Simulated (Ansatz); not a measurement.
What does this script print? It uses the Ansatz DFT code, driven from Python.

Script `run_drho.py`:
```python
# -*- coding: utf-8 -*-
import warnings

import ansatz as az
import numpy as np

vectors0 = np.array([
    [0.0, 2.5165, 2.5165],
    [2.5165, 0.0, 2.5165],
    [2.5165, 2.5165, 0.0],
])
sites = [
    ("Lu", [0.0, 0.0, 0.0]),
    ("H", [0.25, 0.25, 0.25]),
    ("H", [0.75, 0.75, 0.75]),
]


def make_crystal(cell):
    crystal = az.Crystal(lattice=az.Lattice.of(cell))
    for symbol, position in sites:
        crystal = crystal.atom(symbol, position)
    return crystal


def main():
    warnings.simplefilter("ignore", az.DeckWarning)

    def solve(crystal):
        return (
            crystal.calculation()
            .functional(az.Functional.LDA)
            .occupations("fermi_dirac")
            .basis(460, grid_basis="typed")
            .kpoints(10, 10, 10)
            .density()
            .run(threads=1)
        )


    whole = solve(make_crystal(vectors0))
    difference = whole.density().channels[0].density_e_per_ang3.copy()
    binding = whole.report["free_energy_ev"]
    for element in ["Lu", "H"]:
        part = az.Crystal(lattice=az.Lattice.of(vectors0))
        for symbol, position in sites:
            if symbol == element:
                part = part.atom(symbol, position)
        alone = solve(part)
        difference -= alone.density().channels[0].density_e_per_ang3
        binding -= alone.report["free_energy_ev"]
        print(f"{element} sublattice: {alone.report['n_electrons']:g} electrons, {alone.report['n_iterations']} iterations")

    voxel = abs(np.linalg.det(vectors0)) / difference.size
    print(f"energy of the crystal less its unpolarised sublattices: {binding / len(sites):.4f} eV/atom")
    print(f"net charge of the difference {difference.sum() * voxel:.5f} e, charge rearranged {0.5 * np.abs(difference).sum() * voxel:.3f} e")
    print(f"extremes {difference.min():.4f} and {difference.max():.4f} e/A^3")
    for (symbol, position) in sites:
        index = tuple(int(round(p * n)) % n for p, n in zip(position, difference.shape))
        print(f"  change of the pseudo-density at the grid point nearest {symbol}: {difference[index]:+.4f} e/A^3")
    profile = difference.mean(axis=(0, 1))
    print("planar mean along the third vector:", np.round(profile[:: max(len(profile) // 12, 1)], 4))


if __name__ == "__main__":
    main()
```

Running `python run_drho.py` prints:
```text
Lu sublattice: 25 electrons, 9 iterations
H sublattice: 2 electrons, 6 iterations
energy of the crystal less its unpolarised sublattices: -2.3376 eV/atom
net charge of the difference -0.00000 e, charge rearranged 0.480 e
extremes -0.0991 and 0.6189 e/A^3
  change of the pseudo-density at the grid point nearest Lu: -0.0991 e/A^3
  change of the pseudo-density at the grid point nearest H: +0.6189 e/A^3
  change of the pseudo-density at the grid point nearest H: +0.6189 e/A^3
planar mean along the third vector: [-0.0112 -0.0049  0.0078  0.0147  0.005  -0.0074 -0.013  -0.0111 -0.0018
  0.0116  0.0129  0.0013 -0.0095]
```

For a metal this k-point mesh is coarse: on a finer one energies can move by several to tens of meV an atom and pressures by half a GPa or more, differences at one mesh by less. Grid values close to the nuclei reflect the PAW or pseudopotential construction, not the all-electron fields. The starting cell is as deposited in a crystallographic database; the results hold for this polymorph, which needn't be the stable one. Charge moved counts every rearrangement, bonding and polarisation too, and is no transfer between atoms; the bare sublattices are artificial references. Values near the nuclei depend on the potentials. Timing: 5.6 s on 1 thread of Arm Neoverse V1, on a shared host, peak memory 0.36 GiB.
